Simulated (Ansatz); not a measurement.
**As2H (quartet): from Hartree-Fock to the top rungs at distance As1–As2 = 2.491 Å, cc-pVDZ**

How much of the correlation energy of As2H (quartet) does each wave-function method recover here?

Method: cc-pVDZ, core rule «outside noble gas», up to 28 orbitals frozen; program: Ansatz 0.2.0, Gaussian basis.

Plan: UHF; CCSD(T) on ROHF; CCSD(T) on UHF; BCCD(T) on ROHF; CISD; CCSDT(Q) on ROHF; CCSDT(Q) on UHF; CASSCF and MRCISD+Q, 5 electrons in 5 orbitals; CASSCF and NEVPT2, 5 electrons in 5 orbitals; CASSCF and MRCISD+Q, 11 electrons in 9 orbitals; CASSCF and NEVPT2, 11 electrons in 9 orbitals.

47 further runs of the same task are left out: 43 that didn't finish, 4 set aside as unsound or not needed.

### 1 What is computed

The geometry derives from a PBE0/def2-TZVP stationary point (not a proven minimum). One bond is set to the value named and the two fragments are kept rigid. No spin-orbit coupling is included. The filled d shell of As may be among the frozen orbitals whatever the setting's name suggests; the logs give the count.

3 atoms, charge 0, spin multiplicity 4.

Atoms are counted from 1 here; the program's logs count them from 0.

Bond lengths: As1–As2 2.491 Å, As1–H3 1.530 Å. Angles: As2–As1–H3 92.0°.

### 2 UHF

Input file in.yaml:

```yaml
crystal:
  periodic: [false, false, false]
  atoms:
    - {symbol: As, position_ang: [0.000000, -0.525099, 0.802993]}
    - {symbol: As, position_ang: [0.000000, -0.477272, -1.687686]}
    - {symbol: H, position_ang: [0.000000, 1.002371, 0.884693]}
basis:
  gaussian: {orbitals: cc-pVDZ}
magnetization: {spin_polarized: true, initial_magnetization: 3}
hamiltonian: {xc: hf}
output: {orbitals: {seedname: orbitals}}
```

The run is started by

```
$ ansatz run in.yaml --threads 1 --pin off --events-out ev --progress --plain --max-ram 2393MiB
```

After this run come: CCSD(T) on ROHF; CCSD(T) on UHF; BCCD(T) on ROHF; CISD; CCSDT(Q) on ROHF; CCSDT(Q) on UHF; CASSCF and MRCISD+Q, 5 electrons in 5 orbitals; CASSCF and NEVPT2, 5 electrons in 5 orbitals; CASSCF and MRCISD+Q, 11 electrons in 9 orbitals; CASSCF and NEVPT2, 11 electrons in 9 orbitals.

Q: Predict the results of all the runs planned. Wanted: UCCSDT(Q) below the RHF energy; RMP2 from UCCSDT(Q); UMP2 from UCCSDT(Q); RCCSD from UCCSDT(Q); RCCSD(T) from UCCSDT(Q); UCCSD(T) from UCCSDT(Q); RCCSDT(Q) from UCCSDT(Q); NEVPT2 pair from UCCSDT(Q); MRCISD+Q pair from UCCSDT(Q).

**Answer**, as computed:

| quantity | value |
| --- | --- |
| UCCSDT(Q) below the RHF energy | -5.4858 eV |
| RMP2 from UCCSDT(Q) | +1097.9 meV |
| UMP2 from UCCSDT(Q) | +1123.2 meV |
| RCCSD from UCCSDT(Q) | +204.4 meV |
| RCCSD(T) from UCCSDT(Q) | +53.3 meV |
| UCCSD(T) from UCCSDT(Q) | +43.4 meV |
| RCCSDT(Q) from UCCSDT(Q) | +10.9 meV |
| NEVPT2 pair from UCCSDT(Q) | +923.0 meV |
| MRCISD+Q pair from UCCSDT(Q) | +13.0 meV |
| NEVPT2 valence from UCCSDT(Q) | +952.6 meV |
| levels within 1 kcal/mol (43 meV) | RCCSDT, UCCSDT, RCCSDT(Q), MRCISD+Q pair, MRCISD+Q valence |
| T1 diagnostic | 0.020 |
| effectively unpaired electrons | 3.04 |

RCCSD(T) misses by +53.3 meV, 1.0 % of the correlation energy. One determinant dominates. Of the multireference levels listed MRCISD+Q valence comes nearest in total energy (+7.3 meV), which doesn't show that its space is the better one. These misses are within one basis, not against nature; the frozen cores of restricted and unrestricted runs differ, which can shift their rows.
